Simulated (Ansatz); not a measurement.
# Ga2PN: the cost of one run

Method: plane waves, PAW, in Ansatz 0.2.0.

## 1. The starting structure

Symmetry: P4/mmm, No. 123, tetragonal system. The conventional cell has a = 3.352 Å, b = 3.352 Å, c = 4.733 Å, α = 90.00°, β = 90.00°, γ = 90.00°. N (site symmetry 4/mmm) is surrounded by 6 Ga at 2.37 Å. Ga (site symmetry 4/mmm) is surrounded by 2 N at 2.37 Å and 4 P at 2.37 Å. P (site symmetry 4/mmm) has 6 Ga at 2.37 Å as nearest neighbours. Ga (site symmetry 4/mmm) has 2 P at 2.37 Å and 4 N at 2.37 Å as nearest neighbours.

Coordinates:

```cif
data_structure
_symmetry_space_group_name_H-M 'P4/mmm'
_symmetry_Int_Tables_number 123
_cell_length_a 3.3521
_cell_length_b 3.3521
_cell_length_c 4.7327
_cell_angle_alpha 90.000
_cell_angle_beta 90.000
_cell_angle_gamma 90.000
_cell_volume 53.18
loop_
_atom_site_label
_atom_site_type_symbol
_atom_site_symmetry_multiplicity
_atom_site_Wyckoff_symbol
_atom_site_fract_x
_atom_site_fract_y
_atom_site_fract_z
_atom_site_occupancy
N1 N 1 a 0.00000 0.00000 0.00000 1
Ga1 Ga 1 b 0.00000 0.00000 0.50000 1
P1 P 1 d 0.50000 0.50000 0.50000 1
Ga2 Ga 1 c 0.50000 0.50000 0.00000 1
```

Cell and atoms come from an earlier r2SCAN relaxation.

## 2. PBE, anion s p, 6×6×4

The input, input.yaml:

```yaml
crystal:
  lattice:
    - [3.3520943039, 0.0, 0.0]
    - [0.0, 3.3520943039, 0.0]
    - [0.0, 0.0, 4.7326784203]
  atoms:
    - { symbol: "N", position: [0.0, 0.0, 0.0] }
    - { symbol: Ga, position: [0.0, 0.0, 0.5] }
    - { symbol: P, position: [0.5, 0.5, 0.5] }
    - { symbol: Ga, position: [0.5, 0.5, 0.0] }
kpoints:
  mp_grid: { grid: [6, 6, 4] }
  band_path:
    path:
      - [[0.0, 0.0, 0.0], [-3.486142767275e-53, 0.5, 0.0], [0.5, 0.5, 0.0], [0.0, 0.0, 0.0], [0.0, 0.0, 0.5], [-3.486142767275e-53, 0.5, 0.5], [0.5, 0.5, 0.5], [0.0, 0.0, 0.5]]
      - [[-3.486142767275e-53, 0.5, 0.0], [-3.486142767275e-53, 0.5, 0.5]]
      - [[0.5, 0.5, 0.0], [0.5, 0.5, 0.5]]
    npoints: 10
hamiltonian:
  xc: pbe
scf:
  occupations: { method: fermi_dirac, width: 0.02 }
  n_extra_bands: 6
output:
  forces: false
  stress: false
  eigenvalues: true
  wannier:
    kmesh: [6, 6, 4]
    projections:
      - { species: "N", l: s, shell: 2 }
      - { species: "N", l: p, shell: 2 }
      - { species: P, l: s, shell: 3 }
      - { species: P, l: p, shell: 3 }
    minimise: true
    write_hr: true
    conv_tol: 1.0e-08
    max_iter: 3000
```

The run is started by

```sh
ansatz run input.yaml --threads 4 --pin off --max-ram 3686MiB --backend cpu --events-out ev --progress --plain --runs-dir out
```

What time and memory should one allow on 4 threads of Arm Neoverse V2, shared host?

About 2.9 s, with a peak of 0.36 GiB.
